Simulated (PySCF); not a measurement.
# C8H5F: the cost of one run

Computed with PySCF 2.14.0, with density-fitted response routines of our own, on a single molecule in the gas phase. Atoms are numbered from 0 throughout.

## Step 1: Starting geometry

14 atoms, charge 0, multiplicity 1; geometry from: GFN2-xTB.

Bonds of the start (Å): C0–C1 1.20, C1–C2 1.41, C2–C3 1.40, C3–C4 1.38, C4–C5 1.39, C5–C6 1.38, C6–C7 1.38, C7–F8 1.35, C7–C2 1.40, C0–H9 1.05, C3–H10 1.08, C4–H11 1.08, C5–H12 1.08, C6–H13 1.08.

## Step 2: Geometry optimisation at PBE0-D3(BJ)/def2-SVP

Job settings and geometry (Å):

```
{"job": {"xc": "PBE0", "basis": "def2-SVP", "d3": "d3bj", "grid": 1, "kind": "geom"}, "charge": 0, "multiplicity": 1}
C      3.095530    -0.345070     0.317250
C      1.902990    -0.353210     0.182750
C      0.497630    -0.358120     0.024010
C     -0.198420    -1.552390    -0.164380
C     -1.571550    -1.548840    -0.317070
C     -2.276220    -0.355530    -0.285610
C     -1.606710     0.842930    -0.103540
C     -0.234320     0.829680     0.048890
F      0.410800     2.001110     0.225240
H      4.137750    -0.340250     0.433720
H      0.356710    -2.477990    -0.188760
H     -2.096660    -2.481050    -0.461330
H     -3.348950    -0.356080    -0.402830
H     -2.131990     1.785120    -0.078840
```

**Question.** How long does this first job take on 8 threads of Arm Neoverse V1, shared host?

About 35 s.
